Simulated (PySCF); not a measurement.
# Fluorine: the same states on changed settings

One table from this session's results is given with a row withheld; the runs are named, their logs left out.

Method: unrestricted determinants in a Gaussian basis, no spin-orbit coupling in the energies. Code: PySCF 2.14.0.

### What is computed

- Element: fluorine (Z = 9)
- Basis: def2-SVP
- Hamiltonian: the non-relativistic Hamiltonian (point nucleus)
- State 1: F: [He] 2s2 2p5, 2P determinant
- State 2: F⁺: [He] 2s2 2p4, high-spin 3P determinant
- Methods: MP2, CCSD(T)
- Core shells frozen in the correlated runs: all electrons: nothing (for F)

Outer shells as boxes (Hund's rule):

F [He] 2s2 2p5
```
[He] core
2s [↑↓]
2p [↑↓][↑↓][↑ ]
```

F+ [He] 2s2 2p4
```
[He] core
2s [↑↓]
2p [↑↓][↑ ][↑ ]
```

The sound run (def2-SVP, the non-relativistic Hamiltonian (point nucleus), symmetry-adapted start, fine grid, valence correlation) gave:

| species | method | energy (hartree) |
| --- | --- | --- |
| F | UHF | -99.28405 |
| F | r2SCAN | -99.59875 |
| F | M06-2X | -99.60820 |
| F | MP2 (valence) | -99.42243 |
| F | CCSD(T) (valence) | -99.43472 |
| F⁺ | UHF | -98.70445 |
| F⁺ | r2SCAN | -98.95729 |
| F⁺ | M06-2X | -98.96836 |
| F⁺ | MP2 (valence) | -98.79918 |
| F⁺ | CCSD(T) (valence) | -98.81434 |

The runs were made by one driver on top of PySCF. The scripts below sum up each run's settings (the driver also hands on starting orbitals that pick excited configurations, and frozen orbitals as a list rather than a count), and the logs come from the driver's own runs. The driver starts from symmetry-adapted Hartree-Fock orbitals, holds the occupation by maximum overlap and uses a logarithmic radial grid for functionals, so a plain start would take other cycles.

Set-up of the first run:

It was started by

```console
$ OMP_NUM_THREADS=1 python atomrun2.py TASK.json OUT
```

input.py reads:

```python
from pyscf import gto, scf, dft, mp, cc
import basis_set_exchange as bse
mol = gto.M(atom="F 0 0 0", charge=0, spin=1, symmetry="D2h",
            basis=gto.basis.parse(bse.get_basis("def2-SVP", elements=["F"], fmt="nwchem", header=False)))
mf = scf.UHF(mol)
mf.irrep_nelec = {'Ag': (2, 2), 'B1u': (1, 1), 'B2u': (1, 1), 'B3u': (1, 0)}
mf.kernel()
mp.UMP2(mf, frozen=0).kernel()
```

input.py reads:

```python
from pyscf import gto, scf, dft, mp, cc
import basis_set_exchange as bse
mol = gto.M(atom="F 0 0 0", charge=0, spin=1, symmetry="D2h",
            basis=gto.basis.parse(bse.get_basis("def2-SVP", elements=["F"], fmt="nwchem", header=False)))
mf = scf.UHF(mol)
mf.irrep_nelec = {'Ag': (2, 2), 'B1u': (1, 1), 'B2u': (1, 1), 'B3u': (1, 0)}
mf.kernel()
mycc = cc.CCSD(mf, frozen=0).run()
mycc.ccsd_t()
```

Among the steps run: Changed run, F: the ladder of methods; Changed run, F⁺.

One of the session's tables, all rows but one given; the rest of the session is left out.

Ionisation energy of F:

| method | sound run (eV) |
| --- | --- |
| UHF | ? |
| MP2 | 16.959 |
| SCS-MP2 | 16.914 |
| CCSD | 16.879 |
| CCSD(T) | 16.881 |

Estimate the missing values for UHF.

The run gave: sound run (eV): 15.772. In the column «sound run (eV)» it is the lowest.
